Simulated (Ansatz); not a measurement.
## BeB in Ansatz: convergence with ecutrho ratio

Crystal: BeB.

```
Be B
1.0
     0.00000    1.96664    1.96664
     1.96664    0.00000    1.96664
     1.96664    1.96664    0.00000
Be B
1 1
Direct
  0.01953 0.99561 0.99040
  0.27672 0.24990 0.22117
```

The cell was built by a generator and needn't be a form met in nature.

The cell isn't the ideal one: atoms moved at random, drawn with an rms of 0.05 Å.

- Program: Ansatz 0.2.0
- Task: convergence study
- Functional: r2SCAN
- Potentials or basis: Ansatz PAW
- Cutoff: 500 eV
- Density cutoff: 2000 eV
- k mesh: 8 × 8 × 8
- Occupations: gaussian, width 0.05 eV
- Spin: no spin polarisation

These are the settings of the first run; the series varies ecutrho ratio, with any setting tied to it.

Hardware: 2 threads of Arm Neoverse V2, with other jobs on the host.

| ecutrho ratio | energy less the tightest run, at zero smearing (meV/atom) | SCF cycles | CPU time (s) | peak memory (GiB) |
| --- | --- | --- | --- | --- |
| 4 | 0.00 | 6 | 7.3 | 0.37 |
| 5 | 0.00 | 6 | 7.2 | 0.38 |
| 6 | 0.00 | 6 | 7.4 | 0.39 |
| 8 | 0.00 | 6 | 8.4 | 0.43 |
| 10 | 0.00 | 6 | 9.9 | 0.53 |
| 12 | 0.00 | 6 | 10 | 0.53 |

Against the tightest run, the energy stays within 1 meV/atom from 4 on. The tightest run that finished is the yardstick and may itself not be fully converged.
